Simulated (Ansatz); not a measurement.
**AlBH6Si2: a ladder of functionals and wavefunction methods**

Aim: compute AlBH6Si2 with functionals from several rungs and with coupled cluster. The yardstick is the atomisation energy at the CCSD(T) limit.

Method: functionals in def2-TZVPP, the program's frozen cores in correlated methods; program: Ansatz 0.2.0, Gaussian basis.

Plan: LDA (SPW92), PBE-D4, revPBE-D4, BLYP-D4, r2SCAN-D4, B97M-V, PBE0-D4, B3LYP-D4, r2SCANh-D4, r2SCAN0-D4, HSE06-D4, BHLYP-D4, CAM-B3LYP-D4, LC-ωPBE, ωB97X-V, ωB97M-V, B2PLYP, PBE-QIDH; CCSD(T)/def2-SVP; CCSD(T)/def2-TZVPP; MP2/def2-QZVPP; extrapolation to the limit; RPA on PBE.

## 1. Structure used throughout

An earlier PBE0-D4 in a triple-zeta def2 set relaxation fixed the geometry.

SMILES `[SiH3][Al]1[BH][SiH2]1`, 10 atoms, charge 0, spin multiplicity 1.

Atoms are counted from 1 here; the program's logs count them from 0.

Bond lengths: Si1–Al2 2.451 Å, Si1–H5 1.489 Å, Si1–H6 1.489 Å, Si1–H7 1.489 Å, Al2–B3 2.009 Å, Al2–Si4 2.440 Å, B3–Si4 1.851 Å, B3–H8 1.185 Å, Si4–H9 1.564 Å, Si4–H10 1.489 Å. Angles: Al2–Si1–H5 110.4°, Al2–Si1–H6 110.5°, Al2–Si1–H7 110.5°, H5–Si1–H6 108.4°, H5–Si1–H7 108.4°, H6–Si1–H7 108.5°, Si1–Al2–B3 174.7°, Si1–Al2–Si4 137.3°, B3–Al2–Si4 48.0°, Al2–B3–Si4 78.3°, Al2–B3–H8 143.3°, Si4–B3–H8 138.4°, Al2–Si4–B3 53.7°, Al2–Si4–H9 51.0°, Al2–Si4–H10 153.5°, B3–Si4–H9 104.7°, B3–Si4–H10 152.8°, H9–Si4–H10 102.5°.

## 2. LDA

This LDA is Slater exchange with PW92 correlation.

Contents of in.yaml:

```yaml
crystal:
  periodic: [false, false, false]
  atoms:
    - {symbol: Si, position_ang: [-1.545441, 1.289548, -1.101271]}
    - {symbol: Al, position_ang: [-0.171365, -0.524462, -0.191143]}
    - {symbol: B, position_ang: [0.846815, -2.129050, 0.461618]}
    - {symbol: Si, position_ang: [1.747771, -0.745671, 1.299406]}
    - {symbol: H, position_ang: [-2.598813, 0.742782, -1.999992]}
    - {symbol: H, position_ang: [-2.209849, 2.043081, -0.002540]}
    - {symbol: H, position_ang: [-0.706098, 2.238531, -1.883287]}
    - {symbol: H, position_ang: [0.901541, -3.310510, 0.395526]}
    - {symbol: H, position_ang: [1.005216, 0.550451, 0.836012]}
    - {symbol: H, position_ang: [2.813321, -0.205900, 2.188672]}
basis:
  gaussian: {orbitals: def2-TZVPP}
hamiltonian: {xc: lda}
output: {orbitals: {seedname: orbitals}}
```

Started as:

```sh
ansatz run in.yaml --threads 2 --pin off --events-out ev --progress --plain --max-ram 4352MiB
```

Further steps of the session: PBE-D4 (GGA); revPBE-D4 (GGA); BLYP-D4 (GGA); r2SCAN-D4 (meta-GGA); B97M-V (meta-GGA); B3LYP-D4 (hybrid); r2SCANh-D4 (hybrid); r2SCAN0-D4 (hybrid); HSE06-D4 (hybrid); BHLYP-D4 (hybrid); CAM-B3LYP-D4 (range-separated); LC-ωPBE (range-separated); ωB97X-V (range-separated); ωB97M-V (range-separated); B2PLYP (double hybrid); PBE-QIDH (double hybrid); CCSD(T) in def2-SVP; CCSD(T) in def2-TZVPP; MP2 in def2-QZVPP; RPA on PBE orbitals.

Q: Predict the results of all the runs planned. Wanted: atomisation energy, CCSD(T)/CBS; farthest beyond LDA; mean size of error, GGA; mean size of error, meta-GGA; mean size of error, hybrid; mean size of error, range-separated; mean size of error, double hybrid; gap, smallest and largest; T1 diagnostic.

**Answer**, as computed:

```
                               quantity                                                                     value
        atomisation energy, CCSD(T)/CBS                                                             2803.4 kJ/mol
 functionals within 14.0 kJ/mol (0.5 %)  PBE0-D4, B3LYP-D4, r2SCAN0-D4, HSE06-D4, CAM-B3LYP-D4, ωB97M-V, PBE-QIDH
                    farthest beyond LDA                                                     B97M-V (+67.2 kJ/mol)
                mean size of error, GGA                                                               29.8 kJ/mol
           mean size of error, meta-GGA                                                               54.3 kJ/mol
             mean size of error, hybrid                                                               16.3 kJ/mol
    mean size of error, range-separated                                                               16.7 kJ/mol
      mean size of error, double hybrid                                                               29.3 kJ/mol
              gap, smallest and largest                                      3.05 eV (BLYP-D4), 8.73 eV (LC-ωPBE)
                          T1 diagnostic                                                                    0.0155
triples share of the correlation energy                                                                     4.8 %
```

In words: The LDA atomisation energy is off by 345.5 kJ/mol (12 %): it overbinds. PBE-D4 is off by +15.1 kJ/mol. Double hybrids carry the basis error of their MP2 part in triple zeta, and no dispersion term here, so their miss is partly the set-up's. Taken by rung, hybrid functionals do best (16.3 kJ/mol on average) and meta-GGA ones worst beyond LDA (54.3 kJ/mol). The gap between the best rungs is small, so their order is not settled. Misses under about 14.0 kJ/mol are within the doubt on the reference itself, which lacks core-valence correlation, relativity and higher excitations. Hartree-Fock recovers 74 % of the binding; the rest is correlation. CCSD(T) in def2-SVP is off by -176.4 kJ/mol, worse than the median functional, from the basis alone. The gap grows from 3.0 to 8.7 eV across the functionals, mostly with the share of exact exchange.
